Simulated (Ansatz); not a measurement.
**C₂H₆O₃SSi: a ladder of functionals**

The task here is to estimate one member of a computed series from the others.

The runs use Ansatz 0.2.0, Gaussian basis; functionals in def2-TZVPP.

Plan: LDA (SPW92), PBE-D4, revPBE-D4, BLYP-D4, r2SCAN-D4, B97M-V, PBE0-D4, B3LYP-D4, r2SCANh-D4, r2SCAN0-D4, HSE06-D4, BHLYP-D4, CAM-B3LYP-D4, LC-ωPBE, ωB97X-V, ωB97M-V, B2PLYP.

## Structure used throughout

All runs share one geometry, relaxed beforehand with PBE0-D4 in a triple-zeta def2 set.

SMILES `C=CS[Si](O)(O)O`, 13 atoms, charge 0, spin multiplicity 1.

Atoms are counted from 1 here; the program's logs count them from 0.

Bond lengths: C1–C2 1.326 Å, C1–H8 1.083 Å, C1–H9 1.084 Å, C2–S3 1.761 Å, C2–H10 1.084 Å, S3–Si4 2.123 Å, Si4–O5 1.630 Å, Si4–O6 1.633 Å, Si4–O7 1.630 Å, O5–H11 0.960 Å, O6–H12 0.959 Å, O7–H13 0.958 Å. Angles: C2–C1–H8 120.1°, C2–C1–H9 122.2°, H8–C1–H9 117.7°, C1–C2–S3 122.6°, C1–C2–H10 121.8°, S3–C2–H10 115.5°, C2–S3–Si4 101.2°, S3–Si4–O5 107.3°, S3–Si4–O6 105.5°, S3–Si4–O7 116.3°, O5–Si4–O6 115.7°, O5–Si4–O7 105.6°, O6–Si4–O7 107.0°, Si4–O5–H11 116.1°, Si4–O6–H12 117.4°, Si4–O7–H13 117.6°.

The first run:

in.yaml

```yaml
crystal:
  periodic: [false, false, false]
  atoms:
    - {symbol: C, position_ang: [2.057879, 0.561189, -1.949440]}
    - {symbol: C, position_ang: [0.932358, 0.486224, -1.252968]}
    - {symbol: S, position_ang: [0.851295, 0.869929, 0.464001]}
    - {symbol: Si, position_ang: [-0.866456, -0.230135, 1.051451]}
    - {symbol: O, position_ang: [-1.987135, -0.038809, -0.116984]}
    - {symbol: O, position_ang: [-1.272723, 0.350412, 2.522248]}
    - {symbol: O, position_ang: [-0.671889, -1.840509, 1.213191]}
    - {symbol: H, position_ang: [2.050779, 0.369636, -3.015833]}
    - {symbol: H, position_ang: [3.005403, 0.819459, -1.490719]}
    - {symbol: H, position_ang: [-0.012897, 0.232322, -1.719528]}
    - {symbol: H, position_ang: [-2.603389, -0.764972, -0.234309]}
    - {symbol: H, position_ang: [-1.347841, 1.301517, 2.615296]}
    - {symbol: H, position_ang: [-0.114883, -2.151062, 1.928396]}
basis:
  gaussian: {orbitals: def2-TZVPP}
hamiltonian: {xc: lda}
output: {orbitals: {seedname: orbitals}}
```

Steps of the session up to this table: LDA; PBE-D4 (GGA); revPBE-D4 (GGA); BLYP-D4 (GGA); r2SCAN-D4 (meta-GGA); B97M-V (meta-GGA); PBE0-D4 (hybrid); B3LYP-D4 (hybrid); r2SCANh-D4 (hybrid); r2SCAN0-D4 (hybrid); HSE06-D4 (hybrid); BHLYP-D4 (hybrid); CAM-B3LYP-D4 (range-separated); LC-ωPBE (range-separated); ωB97X-V (range-separated); ωB97M-V (range-separated); B2PLYP (double hybrid).

One of the session's tables, all rows but one given; the rest of the session is left out.

It belongs to the step «Frontier levels by functional». 

| functional | HOMO (eV) | gap (eV) |
| --- | --- | --- |
| LDA (SPW92) | -5.72 | 4.44 |
| PBE-D4 | -5.55 | 4.52 |
| revPBE-D4 | -5.49 | 4.56 |
| BLYP-D4 | -5.38 | 4.50 |
| r2SCAN-D4 | -5.77 | 4.94 |
| B97M-V | -5.81 | 5.05 |
| PBE0-D4 | ? | ? |
| B3LYP-D4 | -6.43 | 6.15 |
| r2SCANh-D4 | -6.18 | 5.70 |
| r2SCAN0-D4 | -6.80 | 6.84 |
| HSE06-D4 | -6.26 | 5.81 |
| BHLYP-D4 | -7.60 | 8.61 |
| CAM-B3LYP-D4 | -7.91 | 8.98 |
| LC-ωPBE | -9.27 | 11.47 |
| ωB97X-V | -8.90 | 11.03 |
| ωB97M-V | -8.77 | 10.70 |

Q: Estimate the row for PBE0-D4 from the others.

As computed: HOMO (eV): -6.65; gap (eV): 6.59. In the column «HOMO (eV)» it lies between r2SCAN0-D4 (-6.80) and B3LYP-D4 (-6.43).
